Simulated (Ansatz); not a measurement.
# C₂H₅Cl₂Ga: up Jacob's ladder to CCSD(T)

Aim: compute C₂H₅Cl₂Ga with functionals from several rungs and with coupled cluster. The yardstick is the atomisation energy at the CCSD(T) limit.

The runs use Ansatz 0.2.0, Gaussian basis; functionals in def2-TZVPP, the program's frozen cores in correlated methods.

Plan: LDA (SPW92), PBE-D4, revPBE-D4, BLYP-D4, r2SCAN-D4, B97M-V, PBE0-D4, B3LYP-D4, r2SCANh-D4, r2SCAN0-D4, HSE06-D4, BHLYP-D4, CAM-B3LYP-D4, LC-ωPBE, ωB97X-V, ωB97M-V, B2PLYP, PBE-QIDH; CCSD(T)/def2-SVP; CCSD(T)/def2-TZVPP; MP2/def2-QZVPP; extrapolation to the limit; RPA on PBE.

## (1) The geometry

The geometry comes from an earlier relaxation with PBE0-D4 in a triple-zeta def2 set; it is a stationary point, not always the lowest conformer.

10 atoms, charge 0, spin multiplicity 1.

Atoms are counted from 1 here; the program's logs count them from 0.

Bond lengths: Cl1–C2 1.767 Å, C2–Cl3 1.825 Å, C2–C4 1.501 Å, C2–H6 1.088 Å, C4–Ga5 2.009 Å, C4–H7 1.093 Å, C4–H8 1.091 Å, Ga5–H9 1.566 Å, Ga5–H10 1.569 Å. Angles: Cl1–C2–Cl3 109.2°, Cl1–C2–C4 112.6°, Cl1–C2–H6 106.5°, Cl3–C2–C4 107.3°, Cl3–C2–H6 104.3°, C4–C2–H6 116.5°, C2–C4–Ga5 104.9°, C2–C4–H7 108.6°, C2–C4–H8 110.2°, Ga5–C4–H7 108.4°, Ga5–C4–H8 115.9°, H7–C4–H8 108.6°, C4–Ga5–H9 119.7°, C4–Ga5–H10 117.8°, H9–Ga5–H10 122.3°.

Coordinates:

```xyz
10

Cl   -1.40634   -0.97082    1.68541
C    -0.04094   -1.08131    0.56922
Cl    1.43033   -0.33122    1.34545
C    -0.28697   -0.35032   -0.71876
Ga    0.22923    1.55371   -0.34004
H     0.20708   -2.13713    0.48730
H     0.39055   -0.74655   -1.47966
H    -1.31396   -0.50780   -1.05052
H    -0.59663    2.39069    0.69380
H     1.38765    2.18076   -1.19222
```

## (2) LDA

This LDA is Slater exchange with PW92 correlation.

Input file in.yaml:

```yaml
crystal:
  periodic: [false, false, false]
  atoms:
    - {symbol: Cl, position_ang: [-1.406337, -0.970824, 1.685408]}
    - {symbol: C, position_ang: [-0.040936, -1.081311, 0.569224]}
    - {symbol: Cl, position_ang: [1.430330, -0.331218, 1.345445]}
    - {symbol: C, position_ang: [-0.286969, -0.350324, -0.718755]}
    - {symbol: Ga, position_ang: [0.229228, 1.553706, -0.340039]}
    - {symbol: H, position_ang: [0.207075, -2.137132, 0.487302]}
    - {symbol: H, position_ang: [0.390554, -0.746545, -1.479658]}
    - {symbol: H, position_ang: [-1.313960, -0.507805, -1.050519]}
    - {symbol: H, position_ang: [-0.596632, 2.390687, 0.693798]}
    - {symbol: H, position_ang: [1.387647, 2.180758, -1.192216]}
basis:
  gaussian: {orbitals: def2-TZVPP}
hamiltonian: {xc: lda}
output: {orbitals: {seedname: orbitals}}
```

On the command line:

```sh
> ansatz run in.yaml --threads 4 --pin off --events-out ev --progress --plain --max-ram 10444MiB
```

After this run come: PBE-D4 (GGA); revPBE-D4 (GGA); BLYP-D4 (GGA); r2SCAN-D4 (meta-GGA); B97M-V (meta-GGA); PBE0-D4 (hybrid); B3LYP-D4 (hybrid); r2SCANh-D4 (hybrid); r2SCAN0-D4 (hybrid); HSE06-D4 (hybrid); BHLYP-D4 (hybrid); CAM-B3LYP-D4 (range-separated); LC-ωPBE (range-separated); ωB97X-V (range-separated); ωB97M-V (range-separated); B2PLYP (double hybrid); PBE-QIDH (double hybrid); CCSD(T) in def2-SVP; CCSD(T) in def2-TZVPP; MP2 in def2-QZVPP; RPA on PBE orbitals.

Q: Predict the results of all the runs planned. Wanted: atomisation energy, CCSD(T)/CBS; farthest beyond LDA; mean size of error, GGA; mean size of error, meta-GGA; mean size of error, hybrid; mean size of error, range-separated; mean size of error, double hybrid; gap, smallest and largest; T1 diagnostic.

The runs gave:

| quantity | value |
| --- | --- |
| atomisation energy, CCSD(T)/CBS | 3158.2 kJ/mol |
| functionals within 31.6 kJ/mol (1.0 %) | revPBE-D4, r2SCAN-D4, B97M-V, PBE0-D4, r2SCANh-D4, r2SCAN0-D4, HSE06-D4, CAM-B3LYP-D4, LC-ωPBE, ωB97X-V, ωB97M-V, PBE-QIDH |
| farthest beyond LDA | BHLYP-D4 (-115.6 kJ/mol) |
| mean size of error, GGA | 44.2 kJ/mol |
| mean size of error, meta-GGA | 16.1 kJ/mol |
| mean size of error, hybrid | 35.6 kJ/mol |
| mean size of error, range-separated | 12.2 kJ/mol |
| mean size of error, double hybrid | 33.5 kJ/mol |
| gap, smallest and largest | 4.65 eV (LDA (SPW92)), 11.70 eV (LC-ωPBE) |
| T1 diagnostic | 0.0114 |
| triples share of the correlation energy | 4.3 % |

**Reading.** LDA overbinds by 490.5 kJ/mol (16 %). PBE-D4 is off by +56.6 kJ/mol. Double hybrids carry the basis error of their MP2 part in triple zeta, and no dispersion term here, so their miss is partly the set-up's. The rungs range-separated, meta-GGA miss on average by less than the doubt on the reference (31.6 kJ/mol), so they tie. The reference freezes the cores and leaves out relativity and excitations past (T), and its outer-core shells are covered unevenly, so misses under about 31.6 kJ/mol can't be ranked. Hartree-Fock recovers 72 % of the binding; the rest is correlation. CCSD(T) in def2-SVP is off by -174.3 kJ/mol, worse than the median functional, from the basis alone. The gap grows from 4.6 to 11.7 eV across the functionals, mostly with the share of exact exchange. Correlated methods include outer-core shells of Ga, which these sets cover unevenly.
